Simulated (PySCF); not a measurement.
# C5H4O2 (Pyranone): the cost of one run

Computed with PySCF 2.14.0 and routines of our own; the level stands in each step. Atoms count from 0.

## 1. The starting structure

11 atoms, charge 0, multiplicity 1; geometry from: GFN2-xTB.

## 2. Optimising the geometry at PBE/6-31+G*

What the job is given:

```
{"job": {"xc": "PBE", "basis": "6-31+G*", "grid": 1, "kind": "geom"}, "charge": 0, "multiplicity": 1}
O     -0.981913     2.266615     0.139119
C     -0.498809     1.152209     0.069454
C     -1.288804    -0.080251     0.017579
C     -0.694807    -1.279276    -0.060251
O      0.634546    -1.462539    -0.094219
C      1.409939    -0.367730    -0.048305
C      0.940975     0.885557     0.027753
H     -2.362672     0.002528     0.042914
H     -1.228793    -2.218735    -0.101501
H      2.460796    -0.621131    -0.079364
H      1.614966     1.725422     0.060857
```

Command:

```
$ OMP_NUM_THREADS=1 python excited_run.py task.json out
```

The driver reads the jobs from task.json and runs them one after another.

Q: Estimate the wall time and peak memory of this first job on 1 thread of Intel Xeon Platinum 8375C at 2.90GHz, shared host.

About 35 s, with a peak of 0.54 GiB.
